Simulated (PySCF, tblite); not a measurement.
# C₅H₈AlBCl₂: geometry, infrared bands and NMR shifts

What infrared bands and NMR shifts should C₅H₈AlBCl₂ (`ClB(Cl)[C]1=CCC[CH2][AlH]1`) show?

Programs: tblite 0.8.0 and PySCF 2.14.0, with density-fitted response routines of our own. Each step states its level of theory. These are calculated values for one molecule in the gas phase, unless marked as measured. Atoms count from 0, in the outputs and in this text.

### 1 The starting structure

17 atoms, charge 0, multiplicity 1; geometry from: force field or distance geometry start.

Bonds of the start (Å): Cl0–B1 1.85, B1–Cl2 1.86, B1–C3 1.53, C3–C4 1.38, C4–C5 1.50, C5–C6 1.48, C6–C7 1.54, C7–Al8 2.03, Al8–C3 1.99, C4–H9 1.08, C5–H10 1.13, C5–H11 1.12, C6–H12 1.13, C6–H13 1.10, C7–H14 1.09, C7–H15 1.09, Al8–H16 1.62.

### 2 Relaxing the molecule with GFN2-xTB

The job: settings as JSON, then the geometry in Å.

```
{"job": {"kind": "relax", "xc": "GFN2-xTB", "basis": "xTB"}, "charge": 0, "multiplicity": 1}
Cl     3.490100     1.315100     1.391800
B      2.842300     0.485000    -0.126700
Cl     4.064000    -0.262800    -1.308200
C      1.362700     0.114900    -0.195400
C      0.826900    -1.007900     0.390400
C     -0.642600    -1.283300     0.253500
C     -1.629500    -0.233500     0.575500
C     -1.890200     0.778500    -0.550900
Al     0.001400     1.229300    -1.119000
H      1.487200    -1.676500     0.928000
H     -0.798700    -2.114900     1.005400
H     -0.869600    -1.771000    -0.729700
H     -1.188500     0.396100     1.409100
H     -2.569300    -0.622100     1.005900
H     -2.453000     1.658700    -0.223300
H     -2.322200     0.195700    -1.366100
H      0.282100     2.810900    -1.350600
```

On the command line:

```sh
$ OMP_NUM_THREADS=1 python probes_run.py task.json out
```

This one command runs all jobs of the session in turn.

**Question.** This job is followed by: GFN2-xTB harmonic vibrations, gas phase; GIAO PBE0/pcSseg-1 NMR shielding, non-relativistic, gas phase. What will the session give for the following? strongest single infrared mode (GFN2-xTB); zero-point energy (GFN2-xTB); 13C shifts against TMS (PBE0/pcSseg-1); 1H shifts against TMS (PBE0/pcSseg-1); 35Cl shifts against HCl (PBE0/pcSseg-1); 11B shifts against BF3·OEt2 (PBE0/pcSseg-1); 27Al shifts against AlH4- (PBE0/pcSseg-1); surface potential, 1st and 99th percentile.

As calculated:

```
                                   quantity                                               value
  strongest single infrared mode (GFN2-xTB)                                635 cm⁻¹, 342 km/mol
               zero-point energy (GFN2-xTB)                                       72.4 kcal/mol
     13C shifts against TMS (PBE0/pcSseg-1)                   186.7, 159.8, 44.7, 28.3, 9.0 ppm
      1H shifts against TMS (PBE0/pcSseg-1)  7.62, 4.51, 2.65, 2.32, 1.07, 1.02, 0.56, 0.20 ppm
    35Cl shifts against HCl (PBE0/pcSseg-1)                                        201, 181 ppm
11B shifts against BF3·OEt2 (PBE0/pcSseg-1)                                            36.6 ppm
  27Al shifts against AlH4- (PBE0/pcSseg-1)                                            74.2 ppm
      surface potential, 1st and 99th percentile                                  -0.72 V and 1.32 V
```

In words: Over 142 steps the energy fell by 1.586 eV; of the close pairs, Cl0–Al8 changed most, 4.299 to 2.264 Å. All 45 modes are real, so the xTB geometry is a minimum. The strongest single mode, at 635 cm⁻¹, is spread over many atoms; the largest shares are those of C7, Al8. Unscaled tight-binding wavenumbers are off by several per cent, some by more. Its intensities can rank the bands wrongly. The structure rearranged or came apart on optimisation; the results belong to the end geometry, not to the formula as drawn. Shifts at one fixed geometry are not the observed spectrum, which averages over the motion. At PBE0/pcSseg-1: Shielding is most anisotropic at Cl2 (span 264 ppm, paramagnetic term -378 ppm). At PBE0/pcSseg-1, counted by nearest atom on the grid, the HOMO lies on C3 33 %; C7 12 %, the LUMO on B1 36 %; C4 21 %.
